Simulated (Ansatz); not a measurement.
**AsH3 (SMILES [H][As]([H])[H]) at 6 levels**

Aim: a comparison of 6 runs (BHLYP/STO-3G, BLYP/STO-3G, PBE/STO-3G, SVWN5/STO-3G, r2SCAN/STO-3G, MP2/STO-3G) of AsH3. 

Program for the calculation: Ansatz 0.2.0.

32 further runs of the same task are left out: 2 that didn't finish, 30 set aside as unsound or not needed.

## Step 1: Starting point

AsH3 has 4 atoms, charge 0, and is taken as a singlet. SMILES: `[H][As]([H])[H]`. The H2–As1 distance was set to 3.740 Å, away from the relaxed value. At this shape a bond of the SMILES string is far longer than usual.

Bond lengths: As1–H3 1.496 Å, As1–H4 1.496 Å. Angles: H3–As1–H4 89.1°.

## Step 2: The energy at BHLYP/STO-3G (run 1)

run.yaml

```yaml
crystal:
  periodic: [false, false, false]
  atoms:
    - {symbol: As, position_ang: [-1.835680, 0.058399, 1.951832]}
    - {symbol: H, position_ang: [1.216520, -0.029700, -0.207950]}
    - {symbol: H, position_ang: [-2.414090, 1.113939, 1.063522]}
    - {symbol: H, position_ang: [-2.460680, -0.984071, 1.080182]}
basis:
  gaussian: {orbitals: STO-3G}
hamiltonian: {xc: {name: BHLYP}}
accuracy: high
```

On the command line:

```
$ ansatz run run.yaml --threads 1 --pin off --max-ram 2610MiB --events-out events.jsonl --progress --plain --runs-dir runs
```

Output:

```text
Warning: RAYON_NUM_THREADS=1 ignored (pool sized by the plan → 1); use --threads N
Functional definition: BHLYP
  name "BHLYP"
  parameter a = 0.5
  exchange = (1 - a)*b88_x + a*exact_x
  correlation = lyp_c
251 factors; integrals over basis functions are off by at most 9.5e-9 eV
mean field evaluation 1: about -60189.0062 eV, gradient 1.1e1 eV
mean field evaluation 2: about -60185.5578 eV, gradient 1.7e1 eV
mean field evaluation 4: about -60194.0435 eV, gradient 1.6e1 eV
mean field evaluation 8: about -60196.1107 eV, gradient 1.8e0 eV
mean field evaluation 16: about -60196.1302 eV, gradient 4.0e-4 eV
mean field -60196.13016488 eV, -2212.1669811567 hartree, gradient 1.0e-8 eV, S^2 0.000000; 0 other end points of the search recorded, 0 dependent functions left out
reference -60196.13018360 eV, -2212.1669818449 hartree; 18, 18 occupied and 3, 3 virtual orbitals, 251 factors
Total energy: -60196.13018360 eV, -2212.1669818449 hartree
```

Run time: 0.8 s. Hardware: 1 thread of Arm Neoverse V1, shared host.

## Step 3: A single-point energy at BLYP/STO-3G (run 2)

input.yaml

```yaml
crystal:
  periodic: [false, false, false]
  atoms:
    - {symbol: As, position_ang: [-1.835680, 0.058399, 1.951832]}
    - {symbol: H, position_ang: [1.216520, -0.029700, -0.207950]}
    - {symbol: H, position_ang: [-2.414090, 1.113939, 1.063522]}
    - {symbol: H, position_ang: [-2.460680, -0.984071, 1.080182]}
basis:
  gaussian:
    orbitals: STO-3G
hamiltonian:
  xc: {name: BLYP}
accuracy: high
```

On the command line:

```
$ ansatz run input.yaml --threads 1 --pin off --max-ram 2610MiB --events-out events.jsonl --progress --plain --runs-dir runs
```

Output:

```text
Warning: RAYON_NUM_THREADS=1 ignored (pool sized by the plan → 1); use --threads N
Functional definition: BLYP
  name "BLYP"
  parameter beta = 0.0042
  parameter a = 0.04918
  parameter b = 0.132
  parameter c = 0.2533
  parameter d = 0.349
  exchange = b88_x(beta = beta)
  correlation = lyp_c(a = a, b = b, c = c, d = d)
251 factors; integrals over basis functions are off by at most 9.5e-9 eV
mean field evaluation 1: about -60182.7206 eV, gradient 1.6e1 eV
mean field evaluation 2: about -60178.3427 eV, gradient 2.5e1 eV
mean field evaluation 4: about -60182.2957 eV, gradient 1.3e1 eV
mean field evaluation 8: about -60192.4257 eV, gradient 7.0e-2 eV
mean field evaluation 16: about -60191.6285 eV, gradient 1.0e-1 eV
mean field -60192.42572390 eV, -2212.0308454617 hartree, gradient 1.9e-9 eV, S^2 0.000000; 1 other end points of the search recorded, 0 dependent functions left out
reference -60192.42576115 eV, -2212.0308468308 hartree; 18, 18 occupied and 3, 3 virtual orbitals, 251 factors
Total energy: -60192.42576115 eV, -2212.0308468308 hartree
```

Wall time 1.5 s (1 thread of Arm Neoverse V1, shared host).

Runs 3 to 5 aren't shown in full; the table further down has their settings and results.

## Step 4: A single-point energy at MP2/STO-3G (run 6)

job.yaml

```yaml
crystal:
  periodic: [false, false, false]
  atoms:
    - {symbol: As, position_ang: [-1.835680, 0.058399, 1.951832]}
    - {symbol: H, position_ang: [1.216520, -0.029700, -0.207950]}
    - {symbol: H, position_ang: [-2.414090, 1.113939, 1.063522]}
    - {symbol: H, position_ang: [-2.460680, -0.984071, 1.080182]}
basis:
  gaussian: {orbitals: STO-3G}
accuracy: high
correlation: {method: mp2, frozen_orbitals: {As: 9, H: 0}}
```

On the command line:

```
$ ansatz run job.yaml --threads 1 --pin off --max-ram 2610MiB --events-out events.jsonl --progress --plain --runs-dir runs
```

Output, cut to the lines that bear on the results:

```text
Warning: RAYON_NUM_THREADS=1 ignored (pool sized by the plan → 1); use --threads N
Functional definition: HF
  name "HF"
[...]
251 factors; integrals over basis functions are off by at most 9.5e-9 eV
[...]
mean field -60155.19226800 eV, -2210.6625411953 hartree, gradient 2.5e-8 eV, S^2 0.000000; 1 other end points of the search recorded, 0 dependent functions left out; unrestricted orbitals would lower it
[...]
unrestricted determinant -60161.05984196 eV, -2210.8781705609 hartree, S^2 1.0063
9 core orbitals not correlated: weight in the atoms' cores, before any rotation towards them, 1.000 or more for the frozen orbitals, at most 0.000 for the correlated occupied ones
reference -60155.19226800 eV, -2210.6625411953 hartree; 9, 9 occupied and 3, 3 virtual orbitals, 251 factors
second order -5.25349251 eV of doubles, -0.00000000 eV of singles
WARN: the method's energy lies above the unrestricted determinant's, so it is not that of the lowest state
Total energy: -60160.44576051 eV, -2210.8556034841 hartree
```

It took 0.16 s on 1 thread of Arm Neoverse V1, shared host.

## Step 5: Overview of the runs

```csv
run,level,frozen core orbitals,energy (Eh),wall time
1,BHLYP/STO-3G,–,-2212.166982,0.8 s
2,BLYP/STO-3G,–,-2212.030847,1.5 s
3,PBE/STO-3G,–,-2211.728360,1.6 s
4,SVWN5/STO-3G,–,-2208.588392,0.78 s
5,r2SCAN/STO-3G,–,-2212.202945,4.2 s
6,MP2/STO-3G,9,-2210.855603,0.16 s
```

## Step 6: Summary of results

```
                                          quantity           value
                               run 6: total energy  -2210.85560 Eh
run 6: correlation energy (9 core orbitals frozen)      -193.1 mEh
```

In words: Totals of different functionals can't be ranked against each other. In run 6 the log says that unrestricted orbitals would lower the reference, so the values rest on an unstable closed-shell determinant (other closed-shell runs at this shape may share the fault). In runs 1, 2, 3, 4, 5, 6 the basis is minimal, so the values are rough. In runs 1, 2, 3, 4, 5, 6 a closed-shell determinant meets a far-stretched bond, which it describes badly. All runs together took 9.1 s, the longest 4.2 s.
